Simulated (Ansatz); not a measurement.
# C3H12OSi2: the cost of one run

Method: RKS B3LYP/STO-3G, in Ansatz 0.2.0.

**1. The system as given**

Bond lengths (14 of 17 bonds, heavy atoms first): C1–C2 1.542 Å, C2–Si3 1.845 Å, C2–Si4 1.874 Å, Si4–C5 1.821 Å, Si4–O6 1.739 Å, C1–H7 1.045 Å, C1–H8 1.093 Å, C1–H9 1.113 Å, C2–H10 1.074 Å, Si3–H11 1.514 Å, Si3–H12 1.506 Å, Si3–H13 1.494 Å, Si4–H14 1.510 Å, C5–H15 1.076 Å. Angles (14 of 31 angles, heavy atoms first): C1–C2–Si3 112.3°, C1–C2–Si4 118.7°, Si3–C2–Si4 102.6°, C2–Si4–C5 115.5°, C2–Si4–O6 108.3°, C5–Si4–O6 108.8°, C1–C2–H10 107.5°, Si3–C2–H10 107.8°, Si4–C2–H10 107.4°, C2–C1–H7 113.0°, C2–C1–H8 109.1°, C2–C1–H9 108.1°, C2–Si3–H11 112.4°, C2–Si3–H12 110.9°.

Its coordinates follow in the input file.

**2. Relaxing end A**

input.yaml reads:

```yaml
crystal:
  periodic: [false, false, false]
  atoms:
    - { symbol: C, position_ang: [-0.6884, -2.012, 0.3898] }
    - { symbol: C, position_ang: [0.1367, -0.8262, -0.1481] }
    - { symbol: Si, position_ang: [1.7077, -0.5857, 0.7885] }
    - { symbol: Si, position_ang: [-0.6246, 0.886, -0.1179] }
    - { symbol: C, position_ang: [0.1987, 2.1295, -1.1631] }
    - { symbol: O, position_ang: [-2.2871, 0.7528, -0.6107] }
    - { symbol: H, position_ang: [-0.1756, -2.9212, 0.3404] }
    - { symbol: H, position_ang: [-1.009, -1.7899, 1.4113] }
    - { symbol: H, position_ang: [-1.6424, -2.0571, -0.1824] }
    - { symbol: H, position_ang: [0.3926, -1.0458, -1.1676] }
    - { symbol: H, position_ang: [1.4651, -0.2402, 2.2427] }
    - { symbol: H, position_ang: [2.5268, -1.8499, 0.7986] }
    - { symbol: H, position_ang: [2.542, 0.4857, 0.1649] }
    - { symbol: H, position_ang: [-0.8091, 1.3618, 1.3034] }
    - { symbol: H, position_ang: [0.3169, 1.7698, -2.1706] }
    - { symbol: H, position_ang: [1.1961, 2.3946, -0.7268] }
    - { symbol: H, position_ang: [-0.3528, 3.1044, -1.178] }
    - { symbol: H, position_ang: [-2.9311, 0.4548, 0.0776] }
basis:
  gaussian: { orbitals: STO-3G }
hamiltonian:
  xc: b3lyp
relax:
  f_tol: 0.015
  max_steps: 40
```

Run with:

```bash
$ ansatz run input.yaml --threads 1 --pin off --max-ram 2048MiB --backend cpu --events-out ev --progress --plain --runs-dir out
```

What time and memory should one allow on 1 thread of Arm Neoverse V1, shared host?

About 68 s, with a peak of 0.14 GiB.
